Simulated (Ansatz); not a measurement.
# NbSi (Fm-3m) in Ansatz: further runs, part 2 of 2

Ansatz 0.2.0. Earlier steps stand in the parts before.

### Step 4. Projected density of states, LDA+U

Contents of input.yaml:

```yaml
crystal:
  lattice:
    - [0.0, 2.57383, 2.57383]
    - [2.57383, 0.0, 2.57383]
    - [2.57383, 2.57383, 0.0]
  atoms:
    - { symbol: Nb, position: [0.0, 0.0, 0.0] }
    - { symbol: Si, position: [0.5, 0.5, 0.5] }
hamiltonian:
  xc: lda
  pseudopotentials: { kind: paw }
  hubbard: { sites: [{ species: Nb, l: d, u_eff: 2.0 }] }
kpoints:
  mp_grid: { grid: [9, 9, 9] }
scf:
  occupations: { method: fermi_dirac, width: 0.05 }
  n_extra_bands: 6
output:
  forces: true
  stress: true
  eigenvalues: true
  dos: { projected: true, de: 0.05, nscf_kmesh: { grid: [14, 14, 14] } }
```

Command:

```bash
$ ansatz run input.yaml --threads 2 --pin off --max-ram 5632MiB --backend cpu --events-out ev --progress --plain --runs-dir out
```

It took 2 s on 2 threads of Arm Neoverse V2, shared host; peak memory 0.28 GiB.

It converged, with:

| Quantity | Value |
| --- | --- |
| Free energy | -5049.3169 eV |
| Pressure | -6.5 GPa |
| Band gap on the k mesh | none (metal or under the smearing width) |
| Density of states at the Fermi level | 1.46 states/eV per cell |

Levels at points of the mesh, in eV from the Fermi level:
```
           k point  band 6  band 7  band 8  band 9  band 10  band 11  band 12  band 13
(0.00, 0.00, 0.00)   -1.16   -1.16   -1.16   -0.89    -0.89     2.35     2.35     2.35
```

States per cell in windows of 1 eV (zero at the Fermi level; states under -8 eV left out):
| from (eV) | total | Nb 4d | Si 3p | Si 3s | Nb 5s | Nb 4p | Nb 4s |
| --- | --- | --- | --- | --- | --- | --- | --- |
| -8.0 | 0.66 | 0.18 | 0.02 | 0.42 | 0.02 | 0.01 | 0.00 |
| -7.0 | 0.00 | 0.00 | 0.00 | 0.00 | 0.00 | 0.00 | 0.00 |
| -6.0 | 0.27 | 0.10 | 0.12 | 0.01 | 0.03 | 0.00 | 0.01 |
| -5.0 | 1.12 | 0.43 | 0.53 | 0.04 | 0.08 | 0.01 | 0.02 |
| -4.0 | 2.26 | 1.23 | 0.93 | 0.03 | 0.01 | 0.04 | 0.00 |
| -3.0 | 1.85 | 1.21 | 0.59 | 0.01 | 0.01 | 0.01 | 0.00 |
| -2.0 | 0.54 | 0.38 | 0.15 | 0.00 | 0.00 | 0.00 | 0.00 |
| -1.0 | 1.00 | 0.74 | 0.21 | 0.01 | 0.01 | 0.00 | 0.00 |
| 0.0 | 1.63 | 1.30 | 0.21 | 0.03 | 0.04 | 0.00 | 0.00 |
| 1.0 | 1.66 | 1.38 | 0.14 | 0.04 | 0.06 | 0.00 | 0.00 |
| 2.0 | 2.18 | 1.24 | 0.56 | 0.12 | 0.18 | 0.01 | 0.00 |
| 3.0 | 1.23 | 0.45 | 0.53 | 0.08 | 0.09 | 0.01 | 0.00 |
| 4.0 | 0.99 | 0.28 | 0.35 | 0.08 | 0.05 | 0.00 | 0.00 |
| 5.0 | 0.95 | 0.21 | 0.27 | 0.09 | 0.03 | 0.00 | 0.00 |
| 6.0 | 0.72 | 0.10 | 0.13 | 0.06 | 0.05 | 0.00 | 0.00 |
| 7.0 | 1.14 | 0.10 | 0.16 | 0.07 | 0.13 | 0.00 | 0.01 |

Eigenvalues of the final occupation matrices:
| site | spin | trace | eigenvalues |
| --- | --- | --- | --- |
| site 1 | 1 | 2.24 | 0.39 0.39 0.39 0.54 0.54 |

Caveat: U without spin polarisation on a metal has little footing; the PAW data sets come from PBE, with cores solved anew for the run's functional, which leaves a small shift of forces and pressure; the U is typed as a test and isn't derived for this compound; the density of states is complete only up to the lowest level of the last band computed.

### Step 5. Projected density of states, LDA+U

input.yaml, as its differences from that of step 4:

```diff
@@ -11,3 +11,3 @@
   pseudopotentials: { kind: paw }
-  hubbard: { sites: [{ species: Nb, l: d, u_eff: 2.0 }] }
+  hubbard: { sites: [{ species: Nb, l: d, u_eff: 3.0 }] }
 kpoints:
```

Potentials or basis: Ansatz PAW.

Command:

```bash
$ ansatz run input.yaml --threads 2 --pin off --max-ram 5632MiB --backend cpu --events-out ev --progress --plain --runs-dir out
```

What it wrote:

```text
Warning: RAYON_NUM_THREADS=2 ignored (pool sized by the plan → 2); use --threads N
Nb: projections on atomic orbitals take those of the free atom [Ar 3d10] 4s2 4p6 4d4 5s1, of charge +0.00 (hamiltonian.pseudopotentials.projection_atoms); the dataset's partial waves leave at most 4.9e-6 of an orbital's norm unspanned inside its sphere
Si: projections on atomic orbitals take those of the free atom [Ne] 3s2 3p2, of charge +0.00 (hamiltonian.pseudopotentials.projection_atoms); the dataset's partial waves leave at most 6.1e-8 of an orbital's norm unspanned inside its sphere
scf.n_extra_bands = 6 over 9 filled bands (N_el = 17.0): the run solves 15 bands
Engine: ansatz 0.2.0, aarch64-unknown-linux-gnu
Pseudopotentials: kind: paw
Pseudopotential: Nb, paw, valence charge 13, recommended cutoff 420 eV (normal), Nb.paw.azcp
Pseudopotential: Si, paw, valence charge 4, recommended cutoff 420 eV (normal), Si.paw.azcp
Functional definition: SPW92
  exchange = slater_x
  correlation = pw_c
Crystal: 2 atoms, lattice volume = 34.101 Å³
Basis set: ecut = 420 eV, 645 PW (Γ)
Bands: 15, of which v1, the nominal top of the filled ones, is band 9 counted from 1 (8 counted from 0)
Symmetry: 48 space group operations
Space group: Fm-3m (ITA 225), of the structure as read, at distance tolerance 3.2e-5 Å
k-points: 35 of 729
Non-local potential: Nb, projectors of the file, l = 0: 3, l = 1: 2, l = 2: 2, l = 3: 1
Non-local potential: Si, projectors of the file, l = 0: 2, l = 1: 2, l = 2: 2
PAW form: soft (Blöchl's): semilocal exchange-correlation on the pseudo side does not see the compensation charge
PAW frozen core: Nb, regenerated for the run's functional, and the local potential with it (the file was generated under x = pbe(κ = 0.804, μ = 0.2195149727645171), c = pbe(β = 0.06672455060314922))
PAW frozen core: Si, regenerated for the run's functional, and the local potential with it (the file was generated under x = pbe(κ = 0.804, μ = 0.2195149727645171), c = pbe(β = 0.06672455060314922))
PAW one-centre angular grid: Nb, 590 points (default); XC on 64 Gauss nodes
PAW one-centre angular grid: Si, 110 points (default); XC on 64 Gauss nodes
Initial density: superposition of atomic densities (chi_scale 0.1, normalization cell, long waves kept (reshape's long-wave potential 0.00 eV rms))
Initial wavefunctions: pseudopotential atomic-orbital guess
Functional: x = slater, c = lda
SCF iter   1: F=—  HF=-5049.301387 eV  |F-HF|=—  |Δ(HF+E_count)|=         —  Δρ=8.76e-2  dr2=4.47e0  ethr=3.10e-3  ⟨swp⟩=5.3  Hψ=2966  notcnv=0
preconditioner: auto → none  [insulator: Δε(μ)=0.112 eV  Ē_g=9.086 eV  σ=0.050 eV  W_gap=0.51  n_scr=8 (ndim 8)  ℏωp=19.1 eV  f_vac=0.000  D(μ)=1.64/eV (n_scr^D=14)  ε∞_Penn≈5.4]
SCF iter   2: F=—  HF=-5048.454487 eV  |F-HF|=—  |Δ(HF+E_count)|=   8.47e-1  Δρ=5.70e-2  dr2=1.77e0  ethr=3.10e-3  ⟨swp⟩=3.0  Hψ=1445  notcnv=0  defer=47
SCF iter   3: F=—  HF=-5048.077778 eV  |F-HF|=—  |Δ(HF+E_count)|=   3.77e-1  Δρ=1.60e-2  dr2=4.15e-2  ethr=3.10e-3  ⟨swp⟩=3.2  Hψ=1148  notcnv=0  defer=38
SCF iter   4: F=—  HF=-5048.124533 eV  |F-HF|=—  |Δ(HF+E_count)|=   4.68e-2  Δρ=8.39e-3  dr2=3.79e-2  ethr=2.44e-4  ⟨swp⟩=2.3  Hψ=950  notcnv=0  defer=37
SCF iter   5: F=—  HF=-5048.114287 eV  |F-HF|=—  |Δ(HF+E_count)|=   1.02e-2  Δρ=1.78e-3  dr2=1.57e-3  ethr=2.23e-4  ⟨swp⟩=2.2  Hψ=835  notcnv=0  defer=38
SCF iter   6: F=—  HF=-5048.113956 eV  |F-HF|=—  |Δ(HF+E_count)|=   3.31e-4  Δρ=4.73e-4  dr2=1.19e-4  ethr=9.21e-6  ⟨swp⟩=2.3  Hψ=671  notcnv=0  defer=38
SCF iter   7: F=—  HF=-5048.113931 eV  |F-HF|=—  |Δ(HF+E_count)|=   2.44e-5  Δρ=1.76e-4  dr2=1.69e-5  ethr=6.99e-7  ⟨swp⟩=2.1  Hψ=587  notcnv=0  defer=38
SCF iter   8: F=—  HF=-5048.113930 eV  |F-HF|=—  |Δ(HF+E_count)|=   1.78e-6  Δρ=2.42e-5  dr2=3.24e-7  ethr=9.91e-8  ⟨swp⟩=2.1  Hψ=611  notcnv=0  defer=38
SCF iter   9: F=-5048.113930 eV  HF=-5048.113930 eV  |F-HF|=9.11e-10  |Δ(HF+E_count)|=   7.86e-8  Δρ=1.47e-6  dr2=1.13e-9  ethr=5.88e-10  ⟨swp⟩=9.4  Hψ=2367  notcnv=0
SCF 1 converged in 9 iterations: F = -5048.113930 eV  dr2 = 1.13e-9
NSCF: frozen V_eff on 104 k-points
SCF converged after 9 iterations
Free energy (F): -5048.113930 eV
Harris-Foulkes:  -5048.113930 eV  (|F-HF|=9.11e-10)
Internal energy: -5048.106397 eV  (E = F + TS)
E sigma→0 (E₀):  -5048.110163 eV
Entropy (-TS):   -0.007533 eV (-3.766 meV/atom)
Fermi energy:    13.889815 eV
--- Per-component energies (eV) ---
  E_band       = -100.732094
  E_kinetic    = 435.828587
  E_local      = -913.308149  (includes V_loc(G=0)·N_el)
  E_nonlocal   = 152.067927
  E_hartree    = 299.034120
  E_xc         = -229.688722
  E_vxc        = -260.302463  (∫ρ·V_xc dr)
  E_hubbard    = 3.594128  (on-site DFT+U / exact-exchange correction)
  E_vhub       = 0.479066  (the Hubbard potential's part of the band-sum identity)
  E_paw        = -3451.289028  (= ΣΔE_a)
  E_vpaw       = -113.566442  (= ΣTr[D̂ρ^β])
  E_aug_tail   = 0.000014  (compensation charges beyond the density's cutoff)
  E_ewald      = -1344.855298
  E_core_change = 0.510025  (= ΣΔE_core)
  E_smearing   = -0.007533  (= −TS)
  E_closure    = 0.000000  (closes the sum)
  Σ components = -5048.113930   (vs F -5048.113930, Δ=0.00e0)
--- Forces (eV/Å), atoms counted from 1 ---
  atom   1  Nb    -0.00000000    -0.00000000     0.00000000
  atom   2  Si     0.00000000    -0.00000000    -0.00000000
  max |Σ_I F_I| component: 2.96e-31 eV/Å
--- Stress (GPa, compression-positive) ---
       -6.106168      -0.000000      -0.000000
       -0.000000      -6.106168      -0.000000
       -0.000000       0.000000      -6.106168
  P = ⅓ Tr σ = -6.1062 GPa (-61.062 kbar)
--- Band table (eV; the first three rows and the last of 35) ---
  k-point 0: bands = ["-41.4652", "-17.5390", "-17.5390", "-17.5390", "3.0995", "12.7792", "12.7792", "12.7792", "12.8428", "12.8428", "16.1659", "16.1659", "16.1659", "22.0403", "23.0331"]
  k-point 1: bands = ["-41.4632", "-17.5641", "-17.5422", "-17.5422", "3.3359", "12.3209", "12.3397", "12.3397", "12.9910", "12.9910", "15.9474", "16.9303", "16.9303", "22.4003", "23.6565"]
  k-point 2: bands = ["-41.4577", "-17.6273", "-17.5502", "-17.5502", "4.0163", "11.1584", "11.5180", "11.5180", "13.5616", "13.5616", "15.6874", "18.5258", "18.5258", "21.9074", "24.6975"]
  k-point 34: bands = ["-41.4432", "-17.6833", "-17.6571", "-17.6125", "5.8869", "9.9637", "10.4305", "10.8649", "15.0821", "15.2617", "15.9354", "16.1955", "17.6001", "23.1388", "23.6836"]
Occupation matrices written to <dir>
```

dos.tsv:

```text
# E-E_F[eV]	g_bin_mean(E)[states/eV]	N(E)
# format = ansatz-dos/2
# fermi_ev = 13.900069
# fermi_mp_grid = 14 14 14
# fermi_mp_shift = 0 0 0
# nscf_kmesh_grid = 14 14 14
# nscf_kmesh_shift = 0 0 0
# tetrahedron_fermi_ev = 13.915364
# g_bin_mean(E): the states in a bin one row spacing wide, centred on E, divided by that spacing. States that the method places at a single energy (under output.dos.method: tetrahedron, those of a tetrahedron whose four corners have one energy) are counted whole in the row whose bin holds that energy (on the edge of two bins, in the lower row). The sum of g_bin_mean over a run of rows, times the row spacing, is the number of states from half a spacing under the first of them to half a spacing over the last (a plain sum, not the trapezoid rule).
-55.865291	0.000000e0	0.000000e0
-55.815291	0.000000e0	0.000000e0
-55.765291	0.000000e0	0.000000e0
-55.715291	0.000000e0	0.000000e0
-55.665291	0.000000e0	0.000000e0
-55.615291	0.000000e0	0.000000e0
[... 1344 lines left out ...]
11.634709	0.000000e0	3.000000e1
11.684709	0.000000e0	3.000000e1
```

Run time: 2 s. Hardware: 2 threads of Arm Neoverse V2, shared host; peak memory 0.29 GiB.

Results:

```yaml
Free_energy: -5048.1139 eV
Pressure: -6.1 GPa
Band_gap_on_the_k_mesh: none (metal or under the smearing width)
Density_of_states_at_the_Fermi_level: 1.44 states/eV per cell
```

Levels at points of the mesh, in eV from the Fermi level:
```tsv
k point	band 5	band 6	band 7	band 8	band 9	band 10	band 11	band 12	band 13	band 14
(0.00, 0.00, 0.00)	-10.79	-1.11	-1.11	-1.11	-1.05	-1.05	2.28	2.28	2.28	8.15
```

States per cell in windows of 0.5 eV (zero at the Fermi level; states under -8 eV left out):
```csv
from (eV),total,Nb 4d,Si 3p,Si 3s,Nb 5s,Nb 4p,Nb 4s
-8.0,0.45,0.11,0.01,0.30,0.01,0.01,0.00
-7.5,0.00,0.00,0.00,0.00,0.00,0.00,0.00
-7.0,0.00,0.00,0.00,0.00,0.00,0.00,0.00
-6.5,0.00,0.00,0.00,0.00,0.00,0.00,0.00
-6.0,0.07,0.02,0.03,0.00,0.01,0.00,0.00
-5.5,0.24,0.08,0.11,0.01,0.02,0.00,0.01
-5.0,0.52,0.20,0.24,0.02,0.04,0.01,0.01
-4.5,0.64,0.24,0.32,0.02,0.04,0.01,0.01
-4.0,0.67,0.26,0.37,0.01,0.01,0.02,0.00
-3.5,1.82,1.12,0.64,0.02,0.00,0.02,0.00
-3.0,1.09,0.71,0.35,0.01,0.00,0.01,0.00
-2.5,0.52,0.35,0.15,0.00,0.00,0.00,0.00
-2.0,0.30,0.21,0.08,0.00,0.00,0.00,0.00
-1.5,0.18,0.13,0.04,0.00,0.00,0.00,0.00
-1.0,0.37,0.30,0.06,0.00,0.00,0.00,0.00
-0.5,0.65,0.45,0.16,0.01,0.01,0.00,0.00
0.0,0.73,0.57,0.11,0.02,0.01,0.00,0.00
0.5,0.90,0.73,0.10,0.02,0.02,0.00,0.00
1.0,1.15,1.00,0.08,0.03,0.02,0.00,0.00
1.5,0.56,0.39,0.08,0.02,0.06,0.00,0.00
2.0,1.55,0.95,0.32,0.08,0.14,0.00,0.00
2.5,0.60,0.29,0.23,0.03,0.03,0.00,0.00
3.0,0.70,0.27,0.30,0.03,0.05,0.00,0.00
3.5,0.57,0.20,0.23,0.05,0.03,0.00,0.00
4.0,0.46,0.14,0.18,0.04,0.03,0.00,0.00
4.5,0.54,0.13,0.17,0.04,0.02,0.00,0.00
5.0,0.45,0.11,0.14,0.04,0.02,0.00,0.00
5.5,0.49,0.10,0.13,0.05,0.01,0.00,0.00
6.0,0.36,0.05,0.07,0.03,0.02,0.00,0.00
6.5,0.35,0.04,0.05,0.04,0.04,0.00,0.00
7.0,0.56,0.05,0.07,0.04,0.07,0.00,0.01
7.5,0.58,0.05,0.09,0.03,0.06,0.00,0.00
```

Eigenvalues of the final occupation matrices:
```csv
site,spin,trace,eigenvalues
site 1,1,2.24,0.38 0.38 0.38 0.55 0.55
```

Caveat: U without spin polarisation on a metal has little footing; the PAW data sets come from PBE, with cores solved anew for the run's functional, which leaves a small shift of forces and pressure; the U is typed as a test and isn't derived for this compound; the density of states is complete only up to the lowest level of the last band computed.

### Step 6. Overview

| level | U | hubbard projectors | double counting | gap on the mesh (eV) | pressure (GPa) |
| --- | --- | --- | --- | --- | --- |
| LDA | - | - | - | none | -7.2 |
| LDA+U | Nb d U = 1 eV | ortho-atomic (the default) | fll (the default) | none | -6.9 |
| LDA+U | Nb d U = 2 eV | ortho-atomic (the default) | fll (the default) | none | -6.5 |
| LDA+U | Nb d U = 3 eV | ortho-atomic (the default) | fll (the default) | none | -6.1 |

Alike in all rows: task projected density of states; potentials or basis Ansatz PAW; no spin polarisation; cell as given; k mesh 9 × 9 × 9; cutoff (eV) 420; smearing fermi-dirac 0.05 eV.

Every run on the cell as given and a fine mesh finds a metal. The pressure there spans -7.2 GPa (LDA) to -6.1 GPa (LDA+U); a positive pressure means that this level wants a larger cell, a negative one a smaller.

Caveats: the PAW data sets come from PBE, with cores solved anew for the run's functional, which leaves a small shift of forces and pressure; the density of states is complete only up to the lowest level of the last band computed; U without spin polarisation on a metal has little footing (some runs); the U is typed as a test and isn't derived for this compound (some runs).

Absolute energies hang on the potentials; compare differences alone.
